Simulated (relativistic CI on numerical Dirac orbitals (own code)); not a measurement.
**Os: one ion under different settings**

Aim: see what numerical and physical settings do to the SCF, the total energy and the lowest levels of Os.

The numbers are computed with relativistic CI on numerical Dirac orbitals (own code) version 3 (Dirac-Coulomb-Breit CI, KLI orbitals optimised for each configuration, model QED (radiative potential, 1s self-energy scaled to tabulated hydrogen-like ionisation energies), numerical settings as typed), except any that are marked as measured or tabulated.

## 1. Starting point

* ion: Os (Os I)
* nuclear charge: 76
* electrons: 76
* isotope: A = 192

## 2. The usual input

The run's settings:

```ini
atom Os  Z=76  charge=0  electrons=76
nucleus A=192  rms_radius_fm=5.4126
hamiltonian dirac-coulomb  breit=on  qed=on  c_scale=1
orbitals kli  potential=per-configuration
slater_scale 1
correlation none
mixing on
grid step=0.0125 r_max=259.4
scf mixing=0.4 start=green max_iterations=150 tolerance=2e-08 node_fill=0.05
configurations
  [Xe] 4f14 5d6 6s2
  [Xe] 4f14 5d7 6s
  [Xe] 4f14 5d8
  [Xe] 4f14 5d7 6p
  [Xe] 4f14 5d7 6d
end
```

Started as:

```console
python run_levels.py task.json out
```

One command runs all members of the session, one after another, from task.json.

## 3. QED terms off

Settings: those of step 2 with these lines changed.

```diff
@@ -2,3 +2,3 @@
 nucleus A=192  rms_radius_fm=5.4126
-hamiltonian dirac-coulomb  breit=on  qed=on  c_scale=1
+hamiltonian dirac-coulomb  breit=on  qed=off  c_scale=1
 orbitals kli  potential=per-configuration
```

## 4. Node fill 0.5

The run's settings:

```ini
atom Os  Z=76  charge=0  electrons=76
nucleus A=192  rms_radius_fm=5.4126
hamiltonian dirac-coulomb  breit=on  qed=on  c_scale=1
orbitals kli  potential=per-configuration
slater_scale 1
correlation none
mixing on
grid step=0.0125 r_max=259.4
scf mixing=0.4 start=green max_iterations=150 tolerance=2e-08 node_fill=0.5
configurations
  [Xe] 4f14 5d6 6s2
  [Xe] 4f14 5d7 6s
  [Xe] 4f14 5d8
  [Xe] 4f14 5d7 6p
  [Xe] 4f14 5d7 6d
end
```

## 5. End of the grid 778.2, potential mixing 0.1, grid step 0.02

Settings: those of step 4 with these lines changed.

```diff
@@ -7,4 +7,4 @@
 mixing on
-grid step=0.0125 r_max=259.4
-scf mixing=0.4 start=green max_iterations=150 tolerance=2e-08 node_fill=0.5
+grid step=0.02 r_max=778.2
+scf mixing=0.1 start=green max_iterations=150 tolerance=2e-08 node_fill=0.05
 configurations
```

## 6. Tolerance 1e-10

Settings: those of step 5 with these lines changed.

```diff
@@ -7,4 +7,4 @@
 mixing on
-grid step=0.02 r_max=778.2
-scf mixing=0.1 start=green max_iterations=150 tolerance=2e-08 node_fill=0.05
+grid step=0.0125 r_max=259.4
+scf mixing=0.4 start=green max_iterations=150 tolerance=1e-10 node_fill=0.05
 configurations
```

## 7. Tolerance 0.3

Settings: those of step 6 with these lines changed.

```diff
@@ -8,3 +8,3 @@
 grid step=0.0125 r_max=259.4
-scf mixing=0.4 start=green max_iterations=150 tolerance=1e-10 node_fill=0.05
+scf mixing=0.4 start=green max_iterations=76 tolerance=0.3 node_fill=0.05
 configurations
```

(Steps that only read results are left out.)

What does the calculation give? Wanted: lowest level, usual settings; total energy; first excitation.

**Answer**, as computed:

| setting | total energy less usual (Ha) | largest shift of a level among the lowest eight of both runs, same label and place (cm⁻¹) | SCF iterations | time | lowest level | kind of change |
| --- | --- | --- | --- | --- | --- | --- |
| usual | 0 | 0 | 74 | 1.1 s | 5d6 6s2 5D4 | - |
| QED terms off | -12.9 | 186 | 74 | 1.1 s | 5d6 6s2 5D4 | model term |
| node fill 0.5 | 0.0809 | 940 | 68 | 0.85 s | 5d6 6s2 5D4 | numerical |
| end of the grid 778.2, potential mixing 0.1, grid step 0.02 | 0.000217 | 0.0120 | 137 | 0.79 s | 5d6 6s2 5D4 | numerical |
| tolerance 1e-10 | 0 | 0 | 91 | 1.1 s | 5d6 6s2 5D4 | numerical |
| tolerance 0.3 | -0.000841 | 6520 | 19 | 0.78 s | 5d6 6s2 5D4 | unsound |

| quantity | value |
| --- | --- |
| lowest level, usual settings | 5d6 6s2 5D4 |
| total energy | -17239.3715 Ha |
| first excitation | 2281.7 cm⁻¹ |

In words: Among the runs whose levels can be followed, they move most under «tolerance 0.3» (unsound), by up to 6520 cm⁻¹. No visible change in the result comes from «tolerance 1e-10». «End of the grid 778.2, potential mixing 0.1, grid step 0.02» costs 137 SCF iterations against 74. Only the listed configurations are in the model. In a near-neutral ion this small CI can misplace whole configurations by 10,000 cm⁻¹ or more, above all where the count of f electrons changes.
